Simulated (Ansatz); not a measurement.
# F2H3NSi: the cost of one run

Program: Ansatz 0.2.0. Level of theory: UKS r2SCAN-D4/def2-SVP. These are calculated values, not measurements.

## 1. Starting point

Bond lengths: Si1–N2 2.126 Å, Si1–F4 1.614 Å, Si1–F5 1.613 Å, N2–H6 1.012 Å, N2–H7 1.010 Å. Angles: Si1–N2–H6 123.5°, Si1–N2–H7 122.4°, H6–N2–H7 111.6°, N2–Si1–F4 92.5°, N2–Si1–F5 95.7°, F4–Si1–F5 95.9°.

Structure file:

```xyz
7

Si   -1.2024   -0.3708   -0.0446
N     0.8817    0.0284   -0.1773
H     0.4024   -1.1203   -0.6589
F    -1.2051   -0.1994    1.5603
F    -1.6743    1.1363   -0.3739
H     1.5221   -0.0837    0.5978
H     1.2756    0.6095   -0.9034
```

## 2. Pulling towards end A

Springs on the bonds that form and break draw the guess towards this end; the thresholds are loose.

Input file input.yaml:

```yaml
crystal:
  periodic: [false, false, false]
  atoms:
    - { symbol: Si, position_ang: [-1.2024, -0.3708, -0.0446] }
    - { symbol: "N", position_ang: [0.8817, 0.0284, -0.1773] }
    - { symbol: H, position_ang: [0.4024, -1.1203, -0.6589] }
    - { symbol: F, position_ang: [-1.2051, -0.1994, 1.5603] }
    - { symbol: F, position_ang: [-1.6743, 1.1363, -0.3739] }
    - { symbol: H, position_ang: [1.5221, -0.0837, 0.5978] }
    - { symbol: H, position_ang: [1.2756, 0.6095, -0.9034] }
magnetization:
  spin_polarized: true
basis:
  gaussian: { orbitals: def2-SVP }
hamiltonian:
  xc: r2scan
  dispersion: d4
relax:
  f_tol: 0.15
  max_steps: 25
  restrain:
    - { distance: [2, 1], at: 2.32, k: 30.0 }
    - { distance: [0, 1], at: 1.82, k: 30.0 }
    - { distance: [0, 2], at: 1.42, k: 30.0 }
```

On the command line:

```
ansatz run input.yaml --threads 2 --pin off --max-ram 3072MiB --backend cpu --events-out ev --progress --plain --runs-dir out
```

What time and memory should one allow on 2 threads of Intel Xeon Platinum 8488C (Sapphire Rapids), shared host?

About 17 s, with a peak of 0.22 GiB.
